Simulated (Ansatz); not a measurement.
# Germanium, dhcp under LDA: structure, energy and stiffness

What does LDA give for germanium in the dhcp structure? We relax it, solve it on a dense k-mesh, then scale the cell to 7 volumes from 88 to 112 % of the relaxed one and try a fit of the equation of state. Spin polarisation is left out. The k-meshes are 12×12×4 for the relaxation; 16×16×5 for the dense run; 14×14×4 for the volumes.

Method: DFT LDA (PW92), plane waves (420 eV) with PAW, scalar-relativistic; PAW files made under PBE, frozen cores solved again for the functional, in Ansatz 0.2.0.

## Step 1: The structure to begin with

It takes space group P6_3/mmc (No. 194, hexagonal). The conventional cell has a = 3.008 Å, b = 3.008 Å, c = 9.823 Å, α = 90.00°, β = 90.00°, γ = 120.00°. Ge (site symmetry -3m) has 12 Ge at 3.01 Å as nearest neighbours. Around Ge (site symmetry -6m2) lie 12 Ge at 3.01 Å.

Coordinates:

```cif
data_structure
_symmetry_space_group_name_H-M 'P6_3/mmc'
_symmetry_Int_Tables_number 194
_cell_length_a 3.0077
_cell_length_b 3.0077
_cell_length_c 9.8230
_cell_angle_alpha 90.000
_cell_angle_beta 90.000
_cell_angle_gamma 120.000
_cell_volume 76.95
loop_
_atom_site_label
_atom_site_type_symbol
_atom_site_symmetry_multiplicity
_atom_site_Wyckoff_symbol
_atom_site_fract_x
_atom_site_fract_y
_atom_site_fract_z
_atom_site_occupancy
Ge1 Ge 2 a 0.00000 0.00000 0.00000 1
Ge2 Ge 2 c 0.33333 0.66667 0.25000 1
```

## Step 2: Relaxation of the cell

input.yaml reads:

```yaml
crystal:
  lattice:
    - [3.0076538696, 0.0, 0.0]
    - [-1.5038269348, 2.6047046568, 0.0]
    - [0.0, 0.0, 9.8229975381]
  atoms:
    - { symbol: Ge, position: [0.0, 0.0, 0.0] }
    - { symbol: Ge, position: [0.0, 0.0, 0.5] }
    - { symbol: Ge, position: [0.3333333333, 0.6666666667, 0.25] }
    - { symbol: Ge, position: [0.6666666667, 0.3333333333, 0.75] }
hamiltonian:
  xc: lda
  pseudopotentials:
    kind: paw
    azcp:
      Ge: "pseudopotentials/Ge.paw.azcp"
basis:
  ecutwfc: 420
  fft_grid_basis: typed
kpoints:
  mp_grid: { grid: [12, 12, 4], shift: [0, 0, 0] }
magnetization:
  spin_polarized: false
scf:
  occupations: { method: fermi_dirac, width: 0.1 }
relax:
  max_steps: 60
  f_tol: 0.01
  cell: {}
output:
  write_density: true
  write_potential: true
  elf: true
  volumetric_format: npy
```

After this run come: Dense single point; Volume × 0.88; Volume × 0.92; Volume × 0.96; Volume × 1.0; Volume × 1.04; Volume × 1.08; Volume × 1.12.

Before running it: what results should come out? Wanted: space group; conventional cell; volume; shortest distance; gap on the mesh; relative to diamond; V₀, B₀, B₀′.

As calculated:

| quantity | value |
| --- | --- |
| space group (spins left aside) | P6_3/mmc (No. 194) |
| conventional cell | a = 2.969 Å, c = 9.462 Å (c/a = 3.187) |
| volume | 18.052 Å³/atom |
| shortest distance | 2.921 Å |
| gap on the mesh | none (levels filled in part) |
| relative to diamond | +316 meV/atom |
| V₀, B₀, B₀′ | 18.118 Å³/atom, 74 GPa, 4.2 |

In words: From the guessed start the volume shrank by 6.2 % in 8 steps. Against the reference form of germanium (diamond, computed apart with the same settings) it stands 316 meV/atom higher, so it is far from stable. Levels at the Fermi energy are filled in part, as in a metal. The fitted modulus is 74 GPa; letting shape and positions relax at each volume could only lower it. The symmetry was held, so the structure may be unstable against distortions that break it.
